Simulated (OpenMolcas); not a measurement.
# One shape, several levels: triplet C2H7NSi

Wanted: a comparison of 6 runs (UHF/STO-3G, UB3LYP/6-31G*, UBLYP/6-31G*, UM06-L/6-31G*, UPBE0/6-31G*, USVWN5/6-31G*) of triplet C2H7NSi. 

The calculation is run with OpenMolcas 26.06.

1 further run of the same task is left out (set aside as unsound or not needed).

## 1. Starting point

C2H7NSi has 11 atoms, charge 0, and is taken as a triplet. SMILES of the parent species: `C=N[SiH2]C`. The shape is that of a PBE0-D4/def2-TZVP optimisation. That shape belongs to the parent species and isn't relaxed for this state.

Bond lengths: C1–N2 1.257 Å, N2–Si3 1.747 Å, Si3–C4 1.862 Å, C1–H5 1.097 Å, C1–H6 1.103 Å, Si3–H7 1.497 Å, Si3–H8 1.486 Å, C4–H9 1.092 Å, C4–H10 1.093 Å, C4–H11 1.092 Å. Some angles: C1–N2–Si3 124.0°, N2–Si3–C4 108.8°, N2–C1–H5 120.4°, N2–C1–H6 124.2°, N2–Si3–H7 110.9°, N2–Si3–H8 106.9°, C4–Si3–H7 110.6°, C4–Si3–H8 110.8°, Si3–C4–H9 110.4°, Si3–C4–H10 110.6°.

## 2. The energy at UHF/STO-3G (run 1)

calc.input reads:

```
&GATEWAY
BasLib
$CurrDir
Coord
11
angstrom
C       -0.763200       2.027200       0.389900
N       -0.749500       1.001600      -0.336400
Si      -0.379200      -0.602800       0.247400
C        1.068600      -1.271000      -0.713200
H       -0.997700       3.009000      -0.039500
H       -0.550300       2.023600       1.471900
H       -0.075100      -0.581600       1.713400
H       -1.590400      -1.434700       0.023400
H        0.849500      -1.270200      -1.783000
H        1.292800      -2.296000      -0.407900
H        1.959900      -0.662200      -0.545500
Basis
STO-3G
Group
NoSym
&SEWARD
&SCF
UHF
Spin
3
Thresholds
1e-10 1e-07 1e-07 1e-05
PrOrbitals
1 1
```

The basis set STO-3G is read from a file made from the Basis Set Exchange's data (not shown).

The run is started by

```console
export MOLCAS_MEM=1860
pymolcas calc.input > calc.log
```

Output:

```text
--- Start Module: gateway ---
[...]
--- Stop Module: gateway /rc=_RC_ALL_IS_WELL_ ---
--- Start Module: seward ---
[...]
      Basis functions           31
--- Stop Module: seward /rc=_RC_ALL_IS_WELL_ ---
--- Start Module: scf ---
[...]
       Convergence after  22 Iterations
[...]
::    Total SCF energy                               -418.1062343929
[...]
      Total spin, S                                     1.0023721543
[...]
      Total electronic charge=   40.000000
      Total            charge=   -0.000000
[...]
      Dipole Moment (debye):
      Origin of the operator (angstrom)=   -0.2265    0.0686   -0.0169
                   X=  4.8838E-01               Y= -1.4341E+00               Z=  3.2544E-01           Total=  1.5495E+00
      Quadrupole Moment (debye*angstrom):
[...]
--- Stop Module: scf /rc=_RC_ALL_IS_WELL_ ---
[...]
```

It took 2 s on 1 thread of Intel Xeon Platinum 8375C at 2.90GHz (Ice Lake), shared host; peak memory 0.37 GiB.

## 3. The energy at UB3LYP/6-31G(d) (spherical functions) (run 2)

run.inp reads:

```
>>> EXPORT MOLCAS_PRINT=2

&GATEWAY
 BASLIB = $CurrDir
 COORD
 11
 angstrom
 C       -0.763200       2.027200       0.389900
 N       -0.749500       1.001600      -0.336400
 Si      -0.379200      -0.602800       0.247400
 C        1.068600      -1.271000      -0.713200
 H       -0.997700       3.009000      -0.039500
 H       -0.550300       2.023600       1.471900
 H       -0.075100      -0.581600       1.713400
 H       -1.590400      -1.434700       0.023400
 H        0.849500      -1.270200      -1.783000
 H        1.292800      -2.296000      -0.407900
 H        1.959900      -0.662200      -0.545500
 BASIS = 6-31Gs
 GROUP = NoSym

&SEWARD
 GRIDINPUT
 Grid=UltraFine
 End of Grid

&SCF
 UHF
 SPIN = 3
 KSDFT = B3LYP
 THRESHOLDS = 1e-10 1e-07 1e-07 1e-05
 PRORBITALS = 1 1
```

The basis set 6-31G* is read from a file made from the Basis Set Exchange's data (not shown).

The run is started by

```console
export MOLCAS_MEM=1860
pymolcas run.inp > run.log
```

Output:

```text
--- Start Module: gateway ---
[...]
--- Stop Module: gateway /rc=_RC_ALL_IS_WELL_ ---
--- Start Module: seward ---
[...]
      Basis functions           74
--- Stop Module: seward /rc=_RC_ALL_IS_WELL_ ---
[...]
--- Start Module: scf ---
[...]
       Convergence after  23 Iterations
[...]
::    Total KS-DFT energy                            -424.5276250927
[...]
      Total spin, S                                     1.0018170291
[...]
      Total electronic charge=   40.000000
      Total            charge=   -0.000000
[...]
      Dipole Moment (debye):
      Origin of the operator (angstrom)=   -0.2265    0.0686   -0.0169
                   X=  8.1776E-01               Y= -5.5861E-01               Z=  2.9799E-01           Total=  1.0342E+00
      Quadrupole Moment (debye*angstrom):
[...]
--- Stop Module: scf /rc=_RC_ALL_IS_WELL_ ---
[...]
```

Wall time 51 s (1 thread of Intel Xeon Platinum 8375C at 2.90GHz (Ice Lake), shared host); peak memory 0.43 GiB.

Run 3 isn't shown in full; the table further down has it.

## 4. A single-point energy at UM06-L/6-31G(d) (spherical functions) (run 4)

mol.input reads:

```
&GATEWAY
  BasLib = $CurrDir
  Coord
  11
  angstrom
  C       -0.763200       2.027200       0.389900
  N       -0.749500       1.001600      -0.336400
  Si      -0.379200      -0.602800       0.247400
  C        1.068600      -1.271000      -0.713200
  H       -0.997700       3.009000      -0.039500
  H       -0.550300       2.023600       1.471900
  H       -0.075100      -0.581600       1.713400
  H       -1.590400      -1.434700       0.023400
  H        0.849500      -1.270200      -1.783000
  H        1.292800      -2.296000      -0.407900
  H        1.959900      -0.662200      -0.545500
  Basis = 6-31Gs
  Group = NoSym

&SEWARD
  GridInput
  Grid=UltraFine
  End of Grid

&SCF
  UHF
  Spin = 3
  KSDFT = M06L
  Thresholds = 1e-10 1e-07 1e-07 1e-05
  PrOrbitals = 1 1
```

The basis set 6-31G* is read from a file made from the Basis Set Exchange's data (not shown).

The run is started by

```console
export MOLCAS_MEM=1860
pymolcas mol.input > mol.log
```

Output:

```text
--- Start Module: gateway ---
[...]
--- Stop Module: gateway /rc=_RC_ALL_IS_WELL_ ---
--- Start Module: seward ---
[...]
      Basis functions           74
--- Stop Module: seward /rc=_RC_ALL_IS_WELL_ ---
[...]
--- Start Module: scf ---
[...]
       Convergence after  22 Iterations
[...]
::    Total KS-DFT energy                            -424.4845598634
[...]
      Total spin, S                                     1.0024547986
[...]
      Total electronic charge=   40.000000
      Total            charge=   -0.000000
[...]
      Dipole Moment (debye):
      Origin of the operator (angstrom)=   -0.2265    0.0686   -0.0169
                   X=  8.1435E-01               Y= -5.0531E-01               Z=  2.9692E-01           Total=  1.0033E+00
      Quadrupole Moment (debye*angstrom):
[...]
--- Stop Module: scf /rc=_RC_ALL_IS_WELL_ ---
[...]
```

It took 70 s on 1 thread of Intel Xeon Platinum 8375C at 2.90GHz (Ice Lake), shared host; peak memory 0.43 GiB.

Run 5 isn't shown in full; the table further down has it.

## 5. A single-point energy at USVWN5/6-31G(d) (spherical functions) (run 6)

test.input reads:

```
&GATEWAY
 BasLib = $CurrDir
 BasisSet
 C.6-31Gs....
 C1 -0.763200 2.027200 0.389900 angstrom
 C4 1.068600 -1.271000 -0.713200 angstrom
 End of Basis
 BasisSet
 N.6-31Gs....
 N2 -0.749500 1.001600 -0.336400 angstrom
 End of Basis
 BasisSet
 Si.6-31Gs....
 Si3 -0.379200 -0.602800 0.247400 angstrom
 End of Basis
 BasisSet
 H.6-31Gs....
 H5 -0.997700 3.009000 -0.039500 angstrom
 H6 -0.550300 2.023600 1.471900 angstrom
 H7 -0.075100 -0.581600 1.713400 angstrom
 H8 -1.590400 -1.434700 0.023400 angstrom
 H9 0.849500 -1.270200 -1.783000 angstrom
 H10 1.292800 -2.296000 -0.407900 angstrom
 H11 1.959900 -0.662200 -0.545500 angstrom
 End of Basis

&SEWARD
 GridInput
 Grid=UltraFine
 End of Grid

&SCF
 UHF
 Spin = 3
 KSDFT = SVWN5
 Thresholds = 1e-10 1e-07 1e-07 1e-05
 PrOrbitals = 0
```

The basis set 6-31G* is read from a file made from the Basis Set Exchange's data (not shown).

The run is started by

```console
export MOLCAS_MEM=1860
pymolcas test.input > test.log
```

Output:

```text
--- Start Module: gateway ---
[...]
--- Stop Module: gateway /rc=_RC_ALL_IS_WELL_ ---
--- Start Module: seward ---
[...]
      Basis functions           74
--- Stop Module: seward /rc=_RC_ALL_IS_WELL_ ---
[...]
--- Start Module: scf ---
[...]
       Convergence after  23 Iterations
[...]
::    Total KS-DFT energy                            -422.1134953626
[...]
      Total spin, S                                     1.0009538967
[...]
      Total electronic charge=   40.000000
      Total            charge=   -0.000000
[...]
      Dipole Moment (debye):
      Origin of the operator (angstrom)=   -0.2265    0.0686   -0.0169
                   X=  8.7661E-01               Y= -4.1702E-01               Z=  3.8957E-01           Total=  1.0460E+00
      Quadrupole Moment (debye*angstrom):
[...]
--- Stop Module: scf /rc=_RC_ALL_IS_WELL_ ---
[...]
```

It took 27 s on 1 thread of Intel Xeon Platinum 8375C at 2.90GHz (Ice Lake), shared host; peak memory 0.43 GiB.

## 6. All runs side by side

```csv
run,level,integration grid,energy (Eh),dipole moment (D),HOMO energy (eV),⟨S²⟩,wall time
1,UHF/STO-3G,–,-418.106234,1.55,-4.40,2.007,2 s
2,UB3LYP/6-31G* (spherical functions),UltraFine,-424.527625,1.03,-2.79,2.005,51 s
3,UBLYP/6-31G* (spherical functions),UltraFine,-424.425438,0.98,-1.53,2.004,45 s
4,UM06-L/6-31G* (spherical functions),UltraFine,-424.484560,1.00,-1.95,2.007,70 s
5,UPBE0/6-31G* (spherical functions),UltraFine,-424.217796,1.06,-3.12,2.006,47 s
6,USVWN5/6-31G* (spherical functions),UltraFine,-422.113495,1.05,-1.73,2.003,27 s
```

## 7. Summary of results

| quantity | value |
| --- | --- |
| run 6: total energy | -422.11350 Eh |
| run 6: dipole moment | 1.05 D |
| run 6: HOMO energy (highest over α and β) | -1.73 eV |
| run 6: ⟨S²⟩ | 2.003 |

What this shows: The dipole moment (its size) runs from 0.98 D (UBLYP/6-31G*) to 1.55 D (UHF/STO-3G). The two ends differ in method and basis. Totals of different functionals can't be ranked against each other. In run 1 the basis is minimal, so the values are rough. All runs together took 4 min, the longest 70 s.
